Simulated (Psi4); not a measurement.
# ZnHOF (SMILES [OH][Zn][F]): a first try and a second

Wanted: the energy of ZnHOF, wB97X-D/aug-cc-pVTZ-DK (density fitting).

Program for the calculation: Psi4 1.11.

2 further runs of the same task are left out: 2 set aside as unsound or not needed.

### Step 1. Starting point

ZnHOF: 4 atoms, total charge 0, spin state singlet. As SMILES, `[OH][Zn][F]`. Geometry: relaxed at PBE0-D4/def2-TZVP.

Bond lengths: O1–Zn2 1.759 Å, Zn2–F3 1.739 Å, O1–H4 0.959 Å. Angles: O1–Zn2–F3 176.0°, Zn2–O1–H4 115.0°.

### Step 2. First attempt

Contents of fhozn.py:

```python
import psi4

psi4.set_memory(1600000000)
psi4.set_num_threads(1)
psi4.set_output_file('output.dat', False)

mol = psi4.geometry("""
O     -2.15882312     0.54972133    -0.52156441
Zn     0.77252004    -0.55935893     0.58694893
F      3.55684251    -1.77199619     1.84116016
H     -2.06565963     1.66768330    -1.94509510
units au
""")

psi4.set_options({
    'basis': 'aug-cc-pVTZ-DK',
    'reference': 'rks',
    'scf_type': 'mem_df',
    'dft_radial_points': 12,
    'dft_spherical_points': 6,
    'maxiter': 60,
})

energy_value, wavefunction = psi4.energy("wb97x-d", return_wfn=True)
print(f'total energy {energy_value:.8f} hartree = {energy_value * 27.211386:.5f} eV')
for k, v in sorted(psi4.core.scalar_variables().items()):
    print(f'{k:45s} {v:18.10f}')
```

The run is started by

```
$ python fhozn.py
```

output.dat:

```text
Psi4 1.11 release

   => Loading Basis Set <=

    Name: AUG-CC-PVTZ-DK
    Role: ORBITAL
    Keyword: BASIS

   => WB97X-D: Empirical Dispersion <=

    Chai and Head-Gordon Dispersion Correction

        s6 =       1.000000

         ---------------------------------------------------------
                                   SCF
                              RKS Reference
                        1 Threads,   1525 MiB Core
         ---------------------------------------------------------

  ==> Geometry <==

    Molecular point group: c1
    Full point group: C1

    Geometry (in Bohr), charge = 0, multiplicity = 1:

       Center              X                  Y                   Z               Mass
    ------------   -----------------  -----------------  -----------------  -----------------
         O           -2.962872227924     1.139642152111    -1.143993845443    15.994914619570
         ZN          -0.031529067924     0.030561892111    -0.035480505443    63.929142010000
         F            2.752793402076    -1.182075367889     1.218730724557    18.998403162730
         H           -2.869708737924     2.257604122111    -2.567524535443     1.007825032230

  Running in c1 symmetry.

[... 76 lines left out ...]
    Weights Tolerance      =       1.00E-15
[... 55 lines left out ...]
                           Total Energy        Delta E     RMS |[F,P]|

   @DF-RKS iter SAD: -1941.77561605770325   -1.94178e+03   0.00000e+00
   @DF-RKS iter   1: -1951.45137071537010   -9.67575e+00   2.04585e-02 DIIS/ADIIS
   @DF-RKS iter   2: -1943.47795044070881    7.97342e+00   2.88135e-02 DIIS/ADIIS
   @DF-RKS iter   3: -1955.30192148754827   -1.18240e+01   4.22592e-03 DIIS/ADIIS
   @DF-RKS iter   4: -1953.43738329098301    1.86454e+00   1.18814e-02 DIIS/ADIIS
   @DF-RKS iter   5: -1954.97736835595742   -1.53999e+00   8.57360e-03 DIIS/ADIIS
   @DF-RKS iter   6: -1955.26942326263429   -2.92055e-01   7.38221e-03 DIIS/ADIIS
   @DF-RKS iter   7: -1955.92213680187228   -6.52714e-01   3.63963e-03 DIIS/ADIIS
   @DF-RKS iter   8: -1956.08913837425030   -1.67002e-01   1.48028e-03 DIIS/ADIIS
   @DF-RKS iter   9: -1956.13120756961303   -4.20692e-02   6.00965e-04 DIIS/ADIIS
[... 41 lines of further cycles ...]
   @DF-RKS iter  51: -1956.15714480425481    9.43945e-05   1.19411e-04 DIIS/ADIIS
   @DF-RKS iter  52: -1956.15724839216318   -1.03588e-04   1.28969e-04 DIIS/ADIIS
   @DF-RKS iter  53: -1956.15710893210940    1.39460e-04   1.71108e-04 DIIS/ADIIS
   @DF-RKS iter  54: -1956.15809954702377   -9.90615e-04   3.74760e-04 DIIS/ADIIS
   @DF-RKS iter  55: -1956.15877981438257   -6.80267e-04   3.44113e-04 DIIS/ADIIS
   @DF-RKS iter  56: -1956.15872409346161    5.57209e-05   1.28638e-04 DIIS/ADIIS
   @DF-RKS iter  57: -1956.15934028084894   -6.16187e-04   6.92572e-05 DIIS
   @DF-RKS iter  58: -1956.15846569048199    8.74590e-04   2.29843e-04 DIIS/ADIIS
   @DF-RKS iter  59: -1956.16109519038650   -2.62950e-03   8.98098e-05 DIIS
   @DF-RKS iter  60: -1956.16140329815448   -3.08108e-04   9.57022e-05 DIIS

PsiException: Could not converge SCF iterations in 60 iterations.

  Failed to converge.
```

Standard output:

```text
Traceback (most recent call last):
  File "fhozn.py", line 24, in <module>
    energy_value, wavefunction = psi4.energy("wb97x-d", return_wfn=True)
psi4.driver.p4util.exceptions.SCFConvergenceError: Could not converge SCF iterations in 60 iterations.
```

Run time: 18 s. Hardware: 1 thread of Intel Xeon 6975P-C (Granite Rapids), shared host; peak memory 1.2 GiB.

### Step 3. What went wrong

The iterations ended before the threshold was met.

The log says `psi4.driver.p4util.exceptions.SCFConvergenceError: Could not converge SCF iterations in 60 iterations.`. The cause is that the grid is far too coarse. Among its listed settings the sound run differs in this, and the input shows the rest: integration grid 75 radial × 302 angular in place of 12 radial × 6 angular.

### Step 4. The mended input

Contents of run.py:

```python
import psi4

psi4.set_memory(1600000000)
psi4.set_num_threads(1)
psi4.core.set_output_file('run.log', False)

mol = psi4.geometry("""
0 1
O     -2.15882312     0.54972133    -0.52156441
Zn     0.77252004    -0.55935893     0.58694893
F      3.55684251    -1.77199619     1.84116016
H     -2.06565963     1.66768330    -1.94509510
units bohr
""")

psi4.set_options({
    'basis': 'aug-cc-pVTZ-DK',
    'reference': 'rks',
    'scf_type': 'mem_df',
})

E, wfn = psi4.energy('WB97X-D', return_wfn=True)
print(f'total energy {E:.8f} hartree = {E * 27.211386:.5f} eV')
for k, v in sorted(psi4.core.scalar_variables().items()):
    print(f'{k:45s} {v:18.10f}')
```

The run is started by

```
$ python run.py
```

run.log:

```text
[...]
  Running in c1 symmetry.
[...]
  Nuclear repulsion =  177.670501132523498
[...]
  Multiplicity = 1
[...]
  Nalpha       = 24
  Nbeta        = 24
[...]
    Number of basis functions: 208
[...]
   @DF-RKS iter   1: -1943.71390077451838   -1.18706e+00   2.09870e-02 ADIIS/DIIS
[...]
   @DF-RKS iter  11: -1946.16597669748421   -6.57760e-08   2.98044e-07 DIIS
[...]
    Orbital Energies [Eh]
    ---------------------
    Doubly Occupied:
       1A   -342.854658     2A    -41.811629     3A    -37.220452
       4A    -37.219990     5A    -37.215305     6A    -24.752894
       7A    -19.250155     8A     -4.900924     9A     -3.360672
      10A     -3.359598    11A     -3.351734    12A     -1.215778
      13A     -1.074135    14A     -0.662575    15A     -0.644274
      16A     -0.643332    17A     -0.639880    18A     -0.639872
      19A     -0.544243    20A     -0.487740    21A     -0.461595
      22A     -0.459535    23A     -0.425597    24A     -0.397556
[...]
  @DF-RKS Final Energy: -1946.16597669748421
   => Energetics <=
    Nuclear Repulsion Energy =            177.6705011325234977
    One-Electron Energy =               -3074.0799575513774471
    Two-Electron Energy =                1017.7576898264744614
    DFT Exchange-Correlation Energy =     -67.5138739803713861
    Empirical Dispersion Energy =          -0.0003361247333605
    VV10 Nonlocal Energy =                  0.0000000000000000
    Total Energy =                      -1946.1659766974842114
[...]
 Multipole Moments:
 ------------------------------------------------------------------------------------
     Multipole            Electronic (a.u.)      Nuclear  (a.u.)        Total (a.u.)
 ------------------------------------------------------------------------------------
 L = 1.  Multiply by 2.5417464519 to convert [e a0] to [Debye]
 Dipole X            :          2.5533435           -2.7434180           -0.1900744
 Dipole Y            :         -1.1931784            1.6529198            0.4597414
 Dipole Z            :          1.2528842           -1.8153139           -0.5624297
 Magnitude           :                                                    0.7508780
[...]
```

Standard output:

```text
total energy -1946.16597670 hartree = -52957.87361 eV
CURRENT ENERGY                                  -1946.1659766975
CURRENT REFERENCE ENERGY                        -1946.1659766975
DD SOLVATION ENERGY                                 0.0000000000
DFT FUNCTIONAL TOTAL ENERGY                     -1946.1656405728
DFT TOTAL ENERGY                                -1946.1659766975
DFT VV10 ENERGY                                     0.0000000000
DFT XC ENERGY                                     -67.5138739804
DISPERSION CORRECTION ENERGY                       -0.0003361247
GRID ELECTRONS ALPHA                               24.0000098325
GRID ELECTRONS BETA                                24.0000098325
GRID ELECTRONS TOTAL                               48.0000196650
NUCLEAR REPULSION ENERGY                          177.6705011325
ONE-ELECTRON ENERGY                             -3074.0799575514
PCM POLARIZATION ENERGY                             0.0000000000
PE ENERGY                                           0.0000000000
SCF ITERATION ENERGY                            -1946.1659766975
SCF ITERATIONS                                     11.0000000000
SCF TOTAL ENERGY                                -1946.1659766975
TWO-ELECTRON ENERGY                              1017.7576898265
WB97X-D DISPERSION CORRECTION ENERGY               -0.0003361247
XC GRID RADIAL POINTS                              75.0000000000
XC GRID SPHERICAL POINTS                          302.0000000000
XC GRID TOTAL POINTS                            88744.0000000000
```

It took 17 s on 1 thread of Intel Xeon 6975P-C (Granite Rapids), shared host; peak memory 1.6 GiB.

### Step 5. Summary of results

At wB97X-D/aug-cc-pVTZ-DK (density fitting):

| quantity | value |
| --- | --- |
| total energy | -1946.16598 Eh |
| dipole moment | 1.91 D |
| HOMO energy | -10.82 eV |
| LUMO energy | -0.05 eV |
| HOMO–LUMO gap | 10.77 eV |
| dispersion energy | -0.88 kJ/mol |

The basis was made for a relativistic Hamiltonian, but the run is non-relativistic.
